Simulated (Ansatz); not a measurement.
# C2H9NOSi: the cost of one run

Method: RKS BHLYP/def2-SVP, in Ansatz 0.2.0.

## 1. The starting structure

Bond lengths: N1–C2 1.427 Å, C2–C3 1.532 Å, C3–O4 1.357 Å, O4–Si5 1.637 Å, N1–H6 1.097 Å, N1–H7 0.995 Å, C2–H8 1.066 Å, C2–H9 1.110 Å, C3–H10 1.138 Å, C3–H11 1.092 Å, Si5–H12 1.521 Å, Si5–H13 1.535 Å, Si5–H14 1.435 Å. Angles (14 of 22 angles, heavy atoms first): N1–C2–C3 112.1°, C2–C3–O4 113.2°, C3–O4–Si5 123.8°, N1–C2–H8 111.3°, N1–C2–H9 104.9°, C3–C2–H8 107.2°, C3–C2–H9 111.2°, C2–N1–H6 106.6°, C2–N1–H7 112.0°, C2–C3–H10 108.1°, C2–C3–H11 107.8°, O4–C3–H10 110.7°, O4–C3–H11 110.1°, O4–Si5–H12 107.3°.

Coordinates:

```xyz
14

N    -0.9114   -0.8734    1.8538
C    -0.0367   -1.3890    0.8517
C     0.6203   -0.2734    0.0318
O    -0.2642    0.4325   -0.7167
Si    0.1468    1.7253   -1.6333
H    -1.5770   -0.1597    1.3517
H    -1.5320   -1.5700    2.2007
H    -0.5601   -2.0169    0.1673
H     0.7219   -1.9768    1.4088
H     1.1776    0.4119    0.7500
H     1.3760   -0.7309   -0.6108
H     0.7565    2.7623   -0.7029
H    -1.0727    2.3262   -2.3460
H     1.1420    1.3029   -2.5773
```

## 2. Relaxing end A

The input, input.yaml:

```yaml
crystal:
  periodic: [false, false, false]
  atoms:
    - { symbol: "N", position_ang: [-0.9114, -0.8734, 1.8538] }
    - { symbol: C, position_ang: [-0.0367, -1.389, 0.8517] }
    - { symbol: C, position_ang: [0.6203, -0.2734, 0.0318] }
    - { symbol: O, position_ang: [-0.2642, 0.4325, -0.7167] }
    - { symbol: Si, position_ang: [0.1468, 1.7253, -1.6333] }
    - { symbol: H, position_ang: [-1.577, -0.1597, 1.3517] }
    - { symbol: H, position_ang: [-1.532, -1.57, 2.2007] }
    - { symbol: H, position_ang: [-0.5601, -2.0169, 0.1673] }
    - { symbol: H, position_ang: [0.7219, -1.9768, 1.4088] }
    - { symbol: H, position_ang: [1.1776, 0.4119, 0.75] }
    - { symbol: H, position_ang: [1.376, -0.7309, -0.6108] }
    - { symbol: H, position_ang: [0.7565, 2.7623, -0.7029] }
    - { symbol: H, position_ang: [-1.0727, 2.3262, -2.346] }
    - { symbol: H, position_ang: [1.142, 1.3029, -2.5773] }
basis:
  gaussian: { orbitals: def2-SVP }
hamiltonian:
  xc: { name: BHLYP }
relax:
  f_tol: 0.015
  max_steps: 40
```

On the command line:

```console
> ansatz run input.yaml --threads 2 --pin off --max-ram 3072MiB --backend cpu --events-out ev --progress --plain --runs-dir out
```

What time and memory should one allow on 2 threads of Arm Neoverse V2, shared host?

About 27 s, with a peak of 0.27 GiB.
